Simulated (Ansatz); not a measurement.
# C4H13NSi: the cost of one run

Program: Ansatz 0.2.0. Level of theory: RKS PBE/6-31G*. These are calculated values, not measurements.

**1. The structure to begin with**

Bond lengths (14 of 18 bonds, heavy atoms first): C1–C2 1.565 Å, C2–N3 1.492 Å, N3–C4 1.362 Å, C4–C5 1.536 Å, C5–Si6 1.874 Å, C1–H7 1.086 Å, C1–H8 1.056 Å, C1–H9 1.120 Å, C2–H10 1.118 Å, C2–H11 1.087 Å, N3–H12 1.002 Å, C4–H13 1.182 Å, C4–H14 1.118 Å, C5–H15 1.114 Å. Angles (14 of 33 angles, heavy atoms first): C1–C2–N3 115.3°, C2–N3–C4 114.6°, N3–C4–C5 116.8°, C4–C5–Si6 118.0°, C1–C2–H10 109.9°, C1–C2–H11 106.8°, N3–C2–H10 111.6°, N3–C2–H11 108.3°, C2–C1–H7 108.5°, C2–C1–H8 109.1°, C2–C1–H9 106.2°, C2–N3–H12 106.0°, C4–N3–H12 112.9°, N3–C4–H13 110.0°.

Structure file:

```xyz
19

C     1.9774   -1.6417   -0.2060
C     1.9149   -0.0806   -0.1197
N     0.9323    0.5702   -1.0344
C    -0.3729    0.3076   -0.7453
C    -0.9147    0.8618    0.5807
Si   -2.7552    0.7268    0.9041
H     2.1063   -1.9237   -1.2473
H     2.7857   -1.9872    0.3785
H     1.0009   -2.0163    0.1956
H     1.7627    0.2360    0.9418
H     2.9071    0.2876   -0.3658
H     1.1910    0.2899   -1.9611
H    -1.0733    0.7915   -1.5655
H    -0.6842   -0.7652   -0.7918
H    -0.4056    0.3496    1.4289
H    -0.6438    1.9655    0.6756
H    -3.1360   -0.6931    0.8885
H    -3.5293    1.4396   -0.1365
H    -3.1051    1.2774    2.2360
```

**2. End point A**

Contents of input.yaml:

```yaml
crystal:
  periodic: [false, false, false]
  atoms:
    - { symbol: C, position_ang: [1.9774, -1.6417, -0.206] }
    - { symbol: C, position_ang: [1.9149, -0.0806, -0.1197] }
    - { symbol: "N", position_ang: [0.9323, 0.5702, -1.0344] }
    - { symbol: C, position_ang: [-0.3729, 0.3076, -0.7453] }
    - { symbol: C, position_ang: [-0.9147, 0.8618, 0.5807] }
    - { symbol: Si, position_ang: [-2.7552, 0.7268, 0.9041] }
    - { symbol: H, position_ang: [2.1063, -1.9237, -1.2473] }
    - { symbol: H, position_ang: [2.7857, -1.9872, 0.3785] }
    - { symbol: H, position_ang: [1.0009, -2.0163, 0.1956] }
    - { symbol: H, position_ang: [1.7627, 0.236, 0.9418] }
    - { symbol: H, position_ang: [2.9071, 0.2876, -0.3658] }
    - { symbol: H, position_ang: [1.191, 0.2899, -1.9611] }
    - { symbol: H, position_ang: [-1.0733, 0.7915, -1.5655] }
    - { symbol: H, position_ang: [-0.6842, -0.7652, -0.7918] }
    - { symbol: H, position_ang: [-0.4056, 0.3496, 1.4289] }
    - { symbol: H, position_ang: [-0.6438, 1.9655, 0.6756] }
    - { symbol: H, position_ang: [-3.136, -0.6931, 0.8885] }
    - { symbol: H, position_ang: [-3.5293, 1.4396, -0.1365] }
    - { symbol: H, position_ang: [-3.1051, 1.2774, 2.236] }
basis:
  gaussian: { orbitals: "6-31G*" }
hamiltonian:
  xc: pbe
relax:
  f_tol: 0.015
  max_steps: 40
```

The run is started by

```bash
ansatz run input.yaml --threads 2 --pin off --max-ram 3072MiB --backend cpu --events-out ev --progress --plain --runs-dir out
```

**Question.** How long does this run take on 2 threads of Intel Xeon Platinum 8488C (Sapphire Rapids), shared host, and how much memory does it need?

About 28 s, with a peak of 0.21 GiB.
